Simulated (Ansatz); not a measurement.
# CH7BN2SiSn: the cost of one run

Method: RKS BLYP-D4/def2-SVP, in Ansatz 0.2.0.

## (1) Starting point

Bond lengths: N1–C2 1.249 Å, C2–N3 1.435 Å, N3–Sn4 2.095 Å, C2–B5 1.601 Å, Sn4–B5 2.140 Å, B5–Si6 1.963 Å, N1–H7 1.092 Å, N3–H8 1.046 Å, Sn4–H9 1.812 Å, Sn4–H10 1.675 Å, Si6–H11 1.494 Å, Si6–H12 1.482 Å, Si6–H13 1.513 Å. Angles (14 of 22 angles, heavy atoms first): N1–C2–N3 129.8°, N1–C2–B5 134.2°, N3–C2–B5 95.7°, C2–N3–Sn4 95.3°, N3–Sn4–B5 64.3°, C2–B5–Sn4 88.8°, C2–B5–Si6 133.1°, Sn4–B5–Si6 131.3°, C2–N1–H7 117.6°, C2–N3–H8 137.0°, Sn4–N3–H8 126.0°, N3–Sn4–H9 110.0°, N3–Sn4–H10 115.8°, B5–Sn4–H9 111.0°.

As a file:

```xyz
13

N    -1.7326   -1.3672   -0.9499
C    -0.5632   -1.0458   -0.6496
N     0.6517   -1.8017   -0.7528
Sn    1.6113   -0.8416    0.8427
B     0.1362    0.3182   -0.1865
Si   -0.5424    2.1318    0.1350
H    -2.5049   -0.6004   -0.8648
H     0.9679   -2.6827   -1.2203
H     0.9651   -1.4620    2.4180
H     3.2090   -0.4122    0.5796
H    -1.3308    2.1343    1.4045
H     0.6061    3.0593    0.2629
H    -1.4531    2.5353   -1.0039
```

## (2) End point A

File input.yaml:

```yaml
crystal:
  periodic: [false, false, false]
  atoms:
    - { symbol: "N", position_ang: [-1.7326, -1.3672, -0.9499] }
    - { symbol: C, position_ang: [-0.5632, -1.0458, -0.6496] }
    - { symbol: "N", position_ang: [0.6517, -1.8017, -0.7528] }
    - { symbol: Sn, position_ang: [1.6113, -0.8416, 0.8427] }
    - { symbol: B, position_ang: [0.1362, 0.3182, -0.1865] }
    - { symbol: Si, position_ang: [-0.5424, 2.1318, 0.135] }
    - { symbol: H, position_ang: [-2.5049, -0.6004, -0.8648] }
    - { symbol: H, position_ang: [0.9679, -2.6827, -1.2203] }
    - { symbol: H, position_ang: [0.9651, -1.462, 2.418] }
    - { symbol: H, position_ang: [3.209, -0.4122, 0.5796] }
    - { symbol: H, position_ang: [-1.3308, 2.1343, 1.4045] }
    - { symbol: H, position_ang: [0.6061, 3.0593, 0.2629] }
    - { symbol: H, position_ang: [-1.4531, 2.5353, -1.0039] }
basis:
  gaussian: { orbitals: def2-SVP }
hamiltonian:
  xc: blyp
  dispersion: d4
relax:
  f_tol: 0.015
  max_steps: 40
output:
  orbitals: {}
```

The run is started by

```bash
ansatz run input.yaml --threads 2 --pin off --max-ram 3072MiB --backend cpu --events-out ev --progress --plain --runs-dir out
```

**Question.** How long does this run take on 2 threads of AMD EPYC 9R45 (Zen 5), shared host, and how much memory does it need?

About 29 s, with a peak of 0.21 GiB.
